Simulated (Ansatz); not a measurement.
# C2H8BClS: up Jacob's ladder to CCSD(T)

An exercise on one series of results from a longer session: the logs are not shown, and one member is left open.

Computed with Ansatz 0.2.0, Gaussian basis. Level: functionals in def2-TZVPP, the program's frozen cores in correlated methods.

The runs, in order: LDA (SPW92), PBE-D4, revPBE-D4, BLYP-D4, r2SCAN-D4, B97M-V, PBE0-D4, B3LYP-D4, r2SCANh-D4, r2SCAN0-D4, HSE06-D4, BHLYP-D4, CAM-B3LYP-D4, LC-ωPBE, ωB97X-V, ωB97M-V, B2PLYP, PBE-QIDH; CCSD(T)/def2-SVP; CCSD(T)/def2-TZVPP; MP2/def2-QZVPP; extrapolation to the limit; RPA on PBE.

### The relaxed structure

The geometry comes from an earlier relaxation with PBE0-D4 in a triple-zeta def2 set; it is a stationary point, not always the lowest conformer.

SMILES `C[B-](C)([SH2+])Cl`, 13 atoms, charge 0, spin multiplicity 1.

Atoms are counted from 1 here; the program's logs count them from 0.

Bond lengths: C1–B2 1.584 Å, C1–H6 1.092 Å, C1–H7 1.096 Å, C1–H8 1.095 Å, B2–C3 1.584 Å, B2–S4 2.198 Å, B2–Cl5 1.847 Å, C3–H9 1.096 Å, C3–H10 1.093 Å, C3–H11 1.095 Å, S4–H12 1.346 Å, S4–H13 1.343 Å. Angles: B2–C1–H6 113.7°, B2–C1–H7 107.9°, B2–C1–H8 112.7°, H6–C1–H7 106.8°, H6–C1–H8 108.6°, H7–C1–H8 106.7°, C1–B2–C3 120.0°, C1–B2–S4 102.3°, C1–B2–Cl5 114.2°, C3–B2–S4 105.2°, C3–B2–Cl5 114.0°, S4–B2–Cl5 97.0°, B2–C3–H9 107.9°, B2–C3–H10 113.9°, B2–C3–H11 112.7°, H9–C3–H10 106.6°, H9–C3–H11 106.7°, H10–C3–H11 108.6° and more.

The first run:

Input file in.yaml:

```yaml
crystal:
  periodic: [false, false, false]
  atoms:
    - {symbol: C, position_ang: [-1.518213, 0.051908, -0.581974]}
    - {symbol: B, position_ang: [0.016540, 0.359639, -0.339860]}
    - {symbol: C, position_ang: [1.086420, -0.800632, -0.473230]}
    - {symbol: S, position_ang: [0.048530, 0.932484, 1.782338]}
    - {symbol: Cl, position_ang: [0.579708, 1.981620, -1.020197]}
    - {symbol: H, position_ang: [-2.176469, 0.893294, -0.353358]}
    - {symbol: H, position_ang: [-1.653310, -0.175731, -1.645361]}
    - {symbol: H, position_ang: [-1.866513, -0.825193, -0.026292]}
    - {symbol: H, position_ang: [1.144777, -1.084470, -1.530388]}
    - {symbol: H, position_ang: [2.096068, -0.509189, -0.172762]}
    - {symbol: H, position_ang: [0.803383, -1.702045, 0.079900]}
    - {symbol: H, position_ang: [0.083318, -0.259958, 2.406769]}
    - {symbol: H, position_ang: [1.376163, 1.103472, 1.889217]}
basis:
  gaussian: {orbitals: def2-TZVPP}
hamiltonian: {xc: lda}
output: {orbitals: {seedname: orbitals}}
```

Command:

```sh
> ansatz run in.yaml --threads 4 --pin off --events-out ev --progress --plain --max-ram 10444MiB
```

Steps of the session up to this table: LDA; PBE-D4 (GGA); revPBE-D4 (GGA); BLYP-D4 (GGA); r2SCAN-D4 (meta-GGA); B97M-V (meta-GGA); PBE0-D4 (hybrid); B3LYP-D4 (hybrid); r2SCANh-D4 (hybrid); r2SCAN0-D4 (hybrid); HSE06-D4 (hybrid); BHLYP-D4 (hybrid); CAM-B3LYP-D4 (range-separated); LC-ωPBE (range-separated); ωB97X-V (range-separated); ωB97M-V (range-separated); B2PLYP (double hybrid); PBE-QIDH (double hybrid).

One of the session's tables, all rows but one given; the rest of the session is left out.

It belongs to the step «Frontier levels by functional». 

```
  functional  HOMO (eV)  gap (eV)
 LDA (SPW92)      -6.47      4.97
      PBE-D4      -6.34      4.96
   revPBE-D4      -6.28      4.96
     BLYP-D4      -6.22      4.92
   r2SCAN-D4          ?         ?
      B97M-V      -6.77      5.58
     PBE0-D4      -7.70      7.33
    B3LYP-D4      -7.47      6.81
  r2SCANh-D4      -7.15      6.42
  r2SCAN0-D4      -7.91      7.72
    HSE06-D4      -7.30      6.54
    BHLYP-D4      -8.98      9.55
CAM-B3LYP-D4      -9.11      9.80
     LC-ωPBE     -10.48     12.45
     ωB97X-V     -10.13     11.91
     ωB97M-V     -10.00     11.48
```

**Question.** Estimate the row for r2SCAN-D4.

Worked estimate for «HOMO (eV)». Against the share of exact exchange, r2SCANh-D4 (0.1, -7.15), r2SCAN0-D4 (0.25, -7.91) give a slope of -5.07 per unit share; at 0 the line stands at -6.64.

**Answer.** HOMO (eV): -6.65; gap (eV): 5.56. In «HOMO (eV)» the line misses by +0.01.
